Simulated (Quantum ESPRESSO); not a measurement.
The system is Ti.

```xyz
1
Lattice="0.0000 2.1750 2.1750 2.1750 0.0000 2.1750 2.1750 2.1750 0.0000" Properties=species:S:1:pos:R:3 pbc="T T T"
Ti    0.0000    0.0000    0.0000
```

The cell was built by a generator and needn't be a form met in nature.

Base run:

* Program: Quantum ESPRESSO 7.5
* Functional: LDA
* Potentials or basis: GBRV 1.5 LDA
* Cutoff: 612 eV
* Density cutoff: 4898 eV
* k mesh: 16 × 16 × 16
* Occupations: methfessel-paxton, width 0.1 eV
* Spin: no spin polarisation

Its results: band gap on the k mesh none (metal or under the smearing width); pressure -19.7 GPa.

Problem. The run is repeated on the same cell with these changes: functional from LDA to PBEsol; potentials or basis from GBRV 1.5 LDA to GBRV 1.5 PBEsol. What comes out?

Solution. Band gap on the k mesh none (metal or under the smearing width); pressure -16.7 GPa.

Caveats: so large a pressure means that the cell lies far from this level's equilibrium, or that cutoff or potentials fall short.
